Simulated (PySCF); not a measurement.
# From one method to the next for N⁺ (triplet)

Starting from one script, swap the method and compare what comes out for N⁺ (triplet).

Program: PySCF 2.14.0. Level of theory: method and basis as typed in the scripts. These are calculated values, not measurements.

1 further run of the same task is left out (it didn't finish).

### Step 1. The atom

N⁺ (triplet): 1 atom, charge 1, spin multiplicity 3.

### Step 2. The base run

Contents of input.py:

```python
from pyscf import gto, scf

mol = gto.M(
    atom='N 0 0 0',
    basis='x2c-tzvpall',
    charge=1,
    spin=2,
    verbose=4,
)
mf = scf.UHF(mol)
mf = mf.sfx2c1e()
mf.kernel()
mf.stability(internal=True, external=True)
mf.dip_moment()
print('orbital energies (hartree):', [e[max(0, n-3):n+3].round(4) for e, n in zip(mf.mo_energy, mol.nelec)])
```

Started as:

```
> python input.py
```

The log of this run is left out.

In short: E(SCF) = -53.921531 Eh, 8 cycles, ⟨S²⟩ = 2.007, internal stable; real -> complex stable; UHF/UKS -> GHF/GKS stable.

The triplet is typed in the script; nothing here shows that it is the ground state.

### Step 3. SCF alone

Edit 1 changes step after the SCF: stability → none.

Contents of input.py:

```python
from pyscf import gto, scf

mol = gto.M(
    atom='N 0 0 0',
    basis='x2c-tzvpall',
    charge=1,
    spin=2,
    verbose=4,
)
mf = scf.UHF(mol)
mf = mf.sfx2c1e()
mf.kernel()
mf.dip_moment()
print('orbital energies (hartree):', [e[max(0, n-3):n+3].round(4) for e, n in zip(mf.mo_energy, mol.nelec)])
```

Started as:

```
> python input.py
```

### Step 4. Population analysis

Edit 2 changes step after the SCF: stability → analyze.

Changes to input.py since step 2:

```diff
@@ -12,4 +12,3 @@
 mf.kernel()
-mf.stability(internal=True, external=True)
-mf.dip_moment()
+mf.analyze()
 print('orbital energies (hartree):', [e[max(0, n-3):n+3].round(4) for e, n in zip(mf.mo_energy, mol.nelec)])
```

### Step 5. Hse06 (UKS)

Edit 3 changes functional: none (Hartree–Fock) → hse06; SCF type: UHF → UKS; step after the SCF: stability → analyze.

Contents of input.py:

```python
from pyscf import gto, dft

mol = gto.M(
    atom='N 0 0 0',
    basis='x2c-tzvpall',
    charge=1,
    spin=2,
    verbose=4,
)
mf = dft.UKS(mol, xc='hse06')
mf = mf.sfx2c1e()
mf.kernel()
mf.analyze()
print('orbital energies (hartree):', [e[max(0, n-3):n+3].round(4) for e, n in zip(mf.mo_energy, mol.nelec)])
```

**Question.** What will these runs give? Wanted: for each run, E(SCF); from base; gap, α spin; after the SCF.

**Answer**, as computed:

| run | E(SCF) (hartree) | from base (eV) | cycles | gap, α spin (eV) | after the SCF |
| --- | --- | --- | --- | --- | --- |
| base | -53.921531 | 0 | 8 | 17.85 | stable |
| SCF alone | -53.921531 | 0.0000 | 8 | 17.85 | n/a |
| population analysis | -53.921531 | 0.0000 | 8 | 17.85 | n/a |
| hse06 (UKS) | -54.039822 | not comparable | 7 | 4.20 | n/a |

What this shows: A lower total energy from another functional means nothing by itself.
